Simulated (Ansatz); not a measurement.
# CdTe: the cost of one run

Computed with Ansatz 0.2.0 (DFT LDA, scalar-relativistic, plane waves, PAW, unless a step's input says otherwise).

The COD entry's cell or inner coordinates are ideal or old and differ from later refinements, so a difference from it is no clean test against experiment.

2 further runs of the same task are left out: 2 set aside as unsound or not needed.

**1. The system as given**

It takes space group F-43m (No. 216, cubic). Conventional cell: a = 6.409 Å, b = 6.409 Å, c = 6.409 Å, α = 90.00°, β = 90.00°, γ = 90.00°. Cd (site symmetry -43m) is surrounded by 4 Te at 2.78 Å. Te (site symmetry -43m) has 4 Cd at 2.78 Å as nearest neighbours.

Structure file:

```
CELL_PARAMETERS angstrom
0.00000 3.20434 3.20434
3.20434 0.00000 3.20434
3.20434 3.20434 0.00000
ATOMIC_POSITIONS crystal
Cd 0.00000 0.00000 0.00000
Te 0.75000 0.75000 0.75000
```

It is the result of an earlier relaxation at this level (volume 32.90 Å³/atom; gap on the mesh: 0.61 eV).

**2. Relaxing at 40 GPa**

At a set pressure the run lowers the enthalpy E + PV, so the energy alone may rise along the way.

input.yaml

```yaml
crystal:
  lattice:
    - [0.0, 3.2043397018, 3.2043397018]
    - [3.2043397018, 0.0, 3.2043397018]
    - [3.2043397018, 3.2043397018, 0.0]
  atoms:
    - { symbol: Cd, position: [0.0, 0.0, 0.0] }
    - { symbol: Te, position: [0.75, 0.75, 0.75] }
basis:
  ecutwfc: 420
kpoints:
  mp_grid: { grid: [8, 8, 8] }
hamiltonian:
  xc: lda
scf:
  occupations: { method: fixed }
output:
  forces: true
  stress: true
  eigenvalues: true
relax:
  adjacent_minimum: "off"
  f_tol: 0.001
  max_steps: 60
  cell: { stress_tol: 0.02, p_target: 40.0 }
```

The run is started by

```bash
$ ansatz run input.yaml --threads 1 --pin off --max-ram 3072MiB --backend cpu --events-out ev --progress --plain --runs-dir out
```

**Question.** How long does this run take on 1 thread of Intel Xeon Platinum 8259CL at 2.50GHz (Skylake/Cascade Lake), shared host, and how much memory does it need?

About 60 s, with a peak of 0.41 GiB.
